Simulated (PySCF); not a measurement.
# Bi3 (Bi32+): the cost of one run

Program: PySCF 2.14.0. Level of theory: TPSS, Bi def2-SVP with ECP60; scalar-relativistic core potentials, no spin–orbit coupling. These are calculated values, not measurements.

3 further runs of the same task are left out: 2 for a known fault of the program, 1 set aside as unsound or not needed.

## Step 1: Where the work starts

3 atoms, charge 2, spin multiplicity 2.

Bond lengths: Bi1–Bi2 3.000 Å, Bi2–Bi3 3.000 Å. Angles: Bi1–Bi2–Bi3 180.0°.

As a file:

```xyz
3
Bi3
Bi    0.00000    0.00000    3.00000
Bi    0.00000    0.00000    0.00000
Bi    0.00000    0.00000   -3.00000
```

## Step 2: SCF at the start, doublet

run.py (the lines that set the calculation) reads:

```python
mol = gto.M(atom='''
Bi     0.00000     0.00000     3.00000
Bi     0.00000     0.00000     0.00000
Bi     0.00000     0.00000    -3.00000''',
    basis={'Bi': 'def2-SVP'},
    ecp={'Bi': 'def2-SVP'},
    charge=2, spin=1)
mf = dft.UKS(mol, xc='TPSS')
mf.grids.atom_grid = (50, 194)
mf = mf.density_fit()  # fitting sets: Bi def2-universal-JKFIT
mf.conv_tol = 1e-08; mf.max_cycle = 55
mf.kernel(dm0)  # dm0: free metal ions and neutral atoms
```

On the command line:

```sh
$ OMP_NUM_THREADS=2 python run.py
```

Q: Estimate wall time and peak memory on 2 threads of Intel Xeon Platinum 8375C at 2.90GHz (Ice Lake), shared host.

About 42 s, with a peak of 0.41 GiB.
